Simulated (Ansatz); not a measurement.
# MgO: the cost of one run

Method: DFT r2SCAN, scalar-relativistic, plane waves, PAW, in Ansatz 0.2.0.

The COD entry's cell or inner coordinates are ideal or old and differ from later refinements, so a difference from it is no clean test against experiment.

### 1 The system as given

It takes space group Fm-3m (No. 225, cubic). Conventional cell: a = 4.217 Å, b = 4.217 Å, c = 4.217 Å, α = 90.00°, β = 90.00°, γ = 90.00°. Mg (site symmetry m-3m) has 6 O at 2.11 Å as nearest neighbours. O (site symmetry m-3m) has 6 Mg at 2.11 Å as nearest neighbours.

Coordinates:

```cif
data_structure
_symmetry_space_group_name_H-M 'Fm-3m'
_symmetry_Int_Tables_number 225
_cell_length_a 4.2170
_cell_length_b 4.2170
_cell_length_c 4.2170
_cell_angle_alpha 90.000
_cell_angle_beta 90.000
_cell_angle_gamma 90.000
_cell_volume 74.99
loop_
_atom_site_label
_atom_site_type_symbol
_atom_site_symmetry_multiplicity
_atom_site_Wyckoff_symbol
_atom_site_fract_x
_atom_site_fract_y
_atom_site_fract_z
_atom_site_occupancy
Mg1 Mg 4 a 0.00000 0.00000 0.00000 1
O1 O 4 b 0.50000 0.00000 0.00000 1
```

The structure rests on an entry of the Crystallography Open Database; cell or positions may have been set otherwise for this series.

### 2 Phonons: MgO, no spin

The input, input.yaml:

```yaml
crystal:
  lattice:
    - [0.0, 2.1085, 2.1085]
    - [2.1085, 0.0, 2.1085]
    - [2.1085, 2.1085, 0.0]
  atoms:
    - { symbol: Mg, position: [0.0, 0.0, 0.0] }
    - { symbol: O, position: [0.5, 0.5, 0.5] }
scf:
  occupations: { method: fixed }
output: {}
hamiltonian:
  xc: r2scan
kpoints:
  mp_grid: { grid: [8, 8, 8] }
phonons:
  method: dfpt
  dielectric: true
  rigid_motions: translations
```

Command:

```sh
$ ansatz run input.yaml --threads 2 --pin off --max-ram 8192MiB --backend cpu --events-out ev --progress --plain --runs-dir out
```

What time and memory should one allow on 2 threads of Intel Xeon at 2.30GHz, shared host?

About 99 s, with a peak of 2.3 GiB.
